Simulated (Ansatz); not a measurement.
# AlCl2F: vertical ionisation energy

An exercise on one series of results from a longer session: the logs are not shown, and one member is left open.

The runs use Ansatz 0.2.0, Gaussian basis; unrestricted cation, the program's frozen cores in correlated methods.

The runs, in order: UKS PBE-D4/def2-TZVPP; UKS r2SCAN-D4/def2-TZVPP; UKS PBE0-D4/def2-TZVPP; UKS B3LYP-D4/def2-TZVPP; UKS wB97X-V/def2-TZVPP; UKS wB97M-V/def2-TZVPP; UKS B2PLYP/def2-TZVPP; UHF-CCSD(T)/def2-TZVPP; UHF-MP2/def2-QZVPP; extrapolation to the limit; then −ε(HOMO) from the neutral's earlier runs with LDA (SPW92), PBE-D4, revPBE-D4, BLYP-D4, r2SCAN-D4, B97M-V, PBE0-D4, B3LYP-D4, r2SCANh-D4, r2SCAN0-D4, HSE06-D4, BHLYP-D4, CAM-B3LYP-D4, LC-ωPBE, ωB97X-V, ωB97M-V.

### The relaxed structure

The geometry comes from an earlier relaxation with PBE0-D4 in a triple-zeta def2 set; it is a stationary point.

SMILES `[F][Al]([Cl])[Cl]`, 4 atoms, charge 0, spin multiplicity 1.

Atoms are counted from 1 here; the program's logs count them from 0.

Bond lengths: F1–Al2 1.633 Å, Al2–Cl3 2.065 Å, Al2–Cl4 2.065 Å. Angles: F1–Al2–Cl3 119.3°, F1–Al2–Cl4 119.3°, Cl3–Al2–Cl4 121.4°.

Set-up of the first run:

in.yaml reads:

```yaml
crystal:
  periodic: [false, false, false]
  atoms:
    - {symbol: F, position_ang: [0.100080, 0.371527, 1.678564]}
    - {symbol: Al, position_ang: [0.018711, 0.006616, 0.089238]}
    - {symbol: Cl, position_ang: [1.237101, -1.477289, -0.670192]}
    - {symbol: Cl, position_ang: [-1.300392, 1.038945, -1.118010]}
basis:
  gaussian: {orbitals: def2-TZVPP}
total_charge: 1
magnetization: {spin_polarized: true, initial_magnetization: 1}
hamiltonian: {xc: pbe, dispersion: d4}
```

Command:

```console
ansatz run in.yaml --threads 4 --pin off --events-out ev --progress --plain --max-ram 10444MiB
```

Steps of the session up to this table: Cation, UKS PBE-D4/def2-TZVPP; Cation, UKS r2SCAN-D4/def2-TZVPP; Cation, UKS PBE0-D4/def2-TZVPP; Cation, UKS B3LYP-D4/def2-TZVPP; Cation, UKS wB97X-V/def2-TZVPP; Cation, UKS wB97M-V/def2-TZVPP; Cation, UKS B2PLYP (frozen core)/def2-TZVPP; Cation, UHF-CCSD(T)/def2-TZVPP; Cation, UHF-MP2/def2-QZVPP.

One of the session's tables, all rows but one given; the rest of the session is left out.

Orbital estimates, from the neutral's runs:

```
  functional  −ε(HOMO) (eV)
 LDA (SPW92)           8.34
      PBE-D4           8.18
   revPBE-D4           8.12
     BLYP-D4           7.99
   r2SCAN-D4           8.56
      B97M-V           8.62
     PBE0-D4           9.63
    B3LYP-D4           9.33
  r2SCANh-D4           9.09
  r2SCAN0-D4              ?
    HSE06-D4           9.23
    BHLYP-D4          10.91
CAM-B3LYP-D4          11.00
     LC-ωPBE          12.47
     ωB97X-V          12.06
     ωB97M-V          11.89
```

Estimate the missing values for r2SCAN0-D4.

Worked estimate for «−ε(HOMO) (eV)». Against the share of exact exchange, r2SCAN-D4 (0, 8.56), r2SCANh-D4 (0.1, 9.09) give a slope of 5.30 per unit share; at 0.25 the line stands at 9.88.

As computed: −ε(HOMO) (eV): 9.88. In «−ε(HOMO) (eV)» the line misses by 0.00.
